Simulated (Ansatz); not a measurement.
# H4CO2: the cost of one run

All numbers below are computed with Ansatz 0.2.0 (DFT r2SCAN+D3(BJ), plane waves, PAW, scalar-relativistic, no spin polarisation).

### 1 The structure to begin with

The cell holds 35 atoms (C5H20O10): a = 7.426 Å, b = 7.426 Å, c = 7.426 Å, α = 90.00°, β = 90.00°, γ = 90.00°.

Its coordinates follow in the input file.

### 2 Preparing the start

input.yaml

```yaml
crystal:
  lattice:
    - [7.425938, 0.0, 0.0]
    - [0.0, 7.425938, 0.0]
    - [0.0, 0.0, 7.425938]
  atoms:
    - { symbol: O, position: [0.8005352, 0.5378777, 0.0950407] }
    - { symbol: H, position: [0.7064115, 0.6065522, 0.0364189] }
    - { symbol: H, position: [0.7572615, 0.414913, 0.090675] }
    - { symbol: O, position: [0.108817, 0.2471378, 0.9933161] }
    - { symbol: H, position: [0.1375372, 0.3663477, 0.9488623] }
    - { symbol: H, position: [0.1246527, 0.1700206, 0.889325] }
    - { symbol: O, position: [0.4595612, 0.5778059, 0.4628849] }
    - { symbol: H, position: [0.5505007, 0.6517751, 0.4056961] }
    - { symbol: H, position: [0.4135722, 0.503717, 0.3658909] }
    - { symbol: O, position: [0.6735871, 0.4964702, 0.7892581] }
    - { symbol: H, position: [0.6279341, 0.3807658, 0.750012] }
    - { symbol: H, position: [0.588862, 0.5823102, 0.739608] }
    - { symbol: O, position: [0.1907735, 0.4016778, 0.6409765] }
    - { symbol: H, position: [0.1221746, 0.506897, 0.6058326] }
    - { symbol: H, position: [0.1990319, 0.3313605, 0.5314353] }
    - { symbol: O, position: [1.0019963, 0.7856454, 0.3685509] }
    - { symbol: C, position: [0.9409256, 0.7877338, 0.5210697] }
    - { symbol: H, position: [0.8692824, 0.6712033, 0.5792137] }
    - { symbol: H, position: [0.9537512, 0.9062757, 0.6098174] }
    - { symbol: O, position: [0.2814733, 0.6518767, 1.0292898] }
    - { symbol: C, position: [0.2083836, 0.763667, 0.9335987] }
    - { symbol: H, position: [0.1740498, 0.8996471, 0.9828272] }
    - { symbol: H, position: [0.1723244, 0.7353529, 0.7922096] }
    - { symbol: O, position: [0.8211714, 0.0522581, 0.2446491] }
    - { symbol: C, position: [0.950489, 0.1437561, 0.2882503] }
    - { symbol: H, position: [1.0903387, 0.100283, 0.2628535] }
    - { symbol: H, position: [0.9351858, 0.2753514, 0.3556396] }
    - { symbol: O, position: [0.5184609, 0.842958, 0.8677607] }
    - { symbol: C, position: [0.5590209, 0.8867029, 0.7146685] }
    - { symbol: H, position: [0.6598295, 0.9922682, 0.686625] }
    - { symbol: H, position: [0.4972758, 0.8232687, 0.595268] }
    - { symbol: O, position: [0.3536752, 0.1018328, 0.4068983] }
    - { symbol: C, position: [0.3899963, 0.1236193, 0.2481466] }
    - { symbol: H, position: [0.3871978, 0.2576797, 0.1840155] }
    - { symbol: H, position: [0.4277758, 0.0105415, 0.1593831] }
basis:
  ecutwfc: 500.0
kpoints:
  mp_grid: { grid: [1, 1, 1] }
hamiltonian:
  xc: r2scan
  dispersion: d3bj
scf:
  occupations: { method: fermi_dirac, width: 0.02 }
  lower_state_search: "off"
relax:
  f_tol: 0.3
  max_steps: 15
  adjacent_minimum: "off"
output:
  write_density: true
  write_potential: true
  elf: true
  volumetric_format: npy
```

Command:

```sh
$ ansatz run input.yaml --threads 1 --pin off --max-ram 3072MiB --backend cpu --events-out ev --progress --plain --runs-dir out
```

**Question.** How long does this run take on 1 thread of Arm Neoverse V1, shared host, and how much memory does it need?

About 10 min, with a peak of 1.3 GiB.
